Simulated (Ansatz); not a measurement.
# F₂H₂Se₂Ti: basis-set convergence

The task here is to estimate one member of a computed series from the others.

The runs use Ansatz 0.2.0, Gaussian basis; one geometry, several basis sets.

The runs, in order: PBE0-D4/def2-SVP; ωB97M-V/def2-SVP; PBE0-D4/def2-QZVPP; ωB97M-V/def2-QZVPP; the functionals' def2-TZVPP values are taken from earlier runs.

**The geometry**

The geometry comes from an earlier relaxation with PBE0-D4 in a triple-zeta def2 set; it is a stationary point, not always the lowest conformer.

SMILES `[F][Ti]([F])([SeH])[SeH]`, 7 atoms, charge 0, spin multiplicity 1.

Atoms are counted from 1 here; the program's logs count them from 0.

Bond lengths: F1–Ti2 1.741 Å, Ti2–F3 1.741 Å, Ti2–Se4 2.411 Å, Ti2–Se5 2.411 Å, Se4–H6 1.473 Å, Se5–H7 1.473 Å. Angles: F1–Ti2–F3 117.0°, F1–Ti2–Se4 111.2°, F1–Ti2–Se5 104.0°, F3–Ti2–Se4 104.0°, F3–Ti2–Se5 111.2°, Se4–Ti2–Se5 109.5°, Ti2–Se4–H6 89.4°, Ti2–Se5–H7 89.4°.

Coordinates:

```
F    -0.1874   -2.1634   -0.2276
Ti    0.2931   -0.5637    0.2630
F     1.5359   -0.4502    1.4768
Se   -1.5596    0.6522    1.2122
Se    0.9805    0.4929   -1.7921
H    -2.3809    0.2780    0.0484
H     1.3797    1.6862   -1.0265
```

The first run:

in.yaml

```yaml
crystal:
  periodic: [false, false, false]
  atoms:
    - {symbol: F, position_ang: [-0.187407, -2.163445, -0.227601]}
    - {symbol: Ti, position_ang: [0.293084, -0.563705, 0.262978]}
    - {symbol: F, position_ang: [1.535892, -0.450230, 1.476772]}
    - {symbol: Se, position_ang: [-1.559613, 0.652231, 1.212244]}
    - {symbol: Se, position_ang: [0.980472, 0.492946, -1.792054]}
    - {symbol: H, position_ang: [-2.380944, 0.278049, 0.048358]}
    - {symbol: H, position_ang: [1.379718, 1.686153, -1.026496]}
basis:
  gaussian: {orbitals: def2-SVP}
hamiltonian: {xc: pbe0, dispersion: d4}
output: {orbitals: {seedname: orbitals}}
```

Run with:

```console
$ ansatz run in.yaml --threads 4 --pin off --events-out ev --progress --plain --max-ram 11315MiB
```

Steps of the session up to this table: PBE0-D4 in def2-SVP; ωB97M-V in def2-SVP; PBE0-D4 in def2-QZVPP; ωB97M-V in def2-QZVPP.

One of the session's tables, all rows but one given; the rest of the session is left out.

It belongs to the step «Functionals by basis». 

```
functional       basis  HOMO (eV)  LUMO (eV)
   PBE0-D4    def2-SVP      -7.29      -3.15
   PBE0-D4  def2-TZVPP      -7.37      -3.12
   PBE0-D4  def2-QZVPP          ?          ?
   ωB97M-V    def2-SVP      -9.29      -1.02
   ωB97M-V  def2-TZVPP      -9.40      -1.03
   ωB97M-V  def2-QZVPP      -9.41      -1.04
```

**Question.** Estimate the row for PBE0-D4, def2-QZVPP.

The run gave: HOMO (eV): -7.38; LUMO (eV): -3.12. In the column «HOMO (eV)» it lies between ωB97M-V, def2-SVP (-9.29) and PBE0-D4, def2-TZVPP (-7.37).
